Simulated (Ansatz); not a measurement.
# GeH4O: the cost of one run

Program: Ansatz 0.2.0, Gaussian basis. Level of theory: PBE0-D4/def2-TZVP structures, single points in def2-TZVPP, no counterpoise correction. These are calculated values, not measurements.

Levels: SPW92, PBE-D4, BLYP-D4, r2SCAN-D4, B97M-V, PBE0-D4, B3LYP-D4, r2SCAN0-D4, BHLYP-D4, CAM-B3LYP-D4, wB97X-V, wB97M-V, B2PLYP, PBE-QIDH, RPA on PBE, Hartree-Fock, MP2, CCSD, CCSD(T).

Cores are frozen in the correlated methods. Filled d shells of the heavier atoms are correlated. B3LYP uses VWN-RPA correlation. B2PLYP carries no dispersion term here.

78 further runs of the same task are left out: 78 set aside as unsound or not needed.

## Step 1: The system as given

The complex: 8 atoms, charge 0, spin multiplicity 1.

Atoms are counted from 1 here; the program's logs count them from 0.

Bond lengths: Ge1–O2 1.785 Å, Ge1–H3 1.541 Å, Ge1–H4 1.530 Å, Ge1–H5 1.541 Å, O2–H8 0.959 Å, H6–H7 0.748 Å. Angles: O2–Ge1–H3 109.8°, O2–Ge1–H4 104.2°, O2–Ge1–H5 109.7°, H3–Ge1–H4 111.6°, H3–Ge1–H5 109.8°, H4–Ge1–H5 111.6°, Ge1–O2–H8 112.8°.

Coordinates:

```mol
GeH6O
  3D, bonds by distance, orders not assigned

  8  6  0  0  0  0  0  0  0  0999 V2000
   -0.3198    0.2832   -1.1131 Ge  0  0
    0.5862   -0.7922   -0.0140 O   0  0
    0.2661    1.7066   -1.0518 H   0  0
   -1.7544    0.2423   -0.5819 H   0  0
   -0.2338   -0.2550   -2.5541 H   0  0
    0.0642   -0.2891    2.4310 H   0  0
   -0.1281   -0.0524    3.1143 H   0  0
    1.5194   -0.8434   -0.2304 H   0  0
  1  2  8  0
  1  3  8  0
  1  4  8  0
  1  5  8  0
  2  8  8  0
  6  7  8  0
M  END
```

Its parts: GeH4O holds atoms 1, 2, 3, 4, 5, 8; H2 holds atoms 6, 7. Each part counts its atoms afresh in its own runs.

## Step 2: Relaxing GeH4O alone

Contents of relax-a/in.yaml:

```yaml
crystal:
  periodic: [false, false, false]
  atoms:
    - {symbol: Ge, position_ang: [-0.319764, 0.283151, -1.113099]}
    - {symbol: O, position_ang: [0.586221, -0.792226, -0.013961]}
    - {symbol: H, position_ang: [0.266145, 1.706569, -1.051831]}
    - {symbol: H, position_ang: [-1.754377, 0.242293, -0.581852]}
    - {symbol: H, position_ang: [-0.233821, -0.254967, -2.554060]}
    - {symbol: H, position_ang: [1.519405, -0.843354, -0.230447]}
basis:
  gaussian: {orbitals: def2-TZVP}
hamiltonian: {xc: pbe0, dispersion: d4}
relax: {f_tol: 0.005, max_steps: 200}
```

Command:

```console
> ansatz run in.yaml --threads 2 --pin off --events-out ev --progress --plain --max-ram 4352MiB
```

**Question.** How long does this run take on 2 threads of Arm Neoverse V2, shared host?

About 4.6 s.
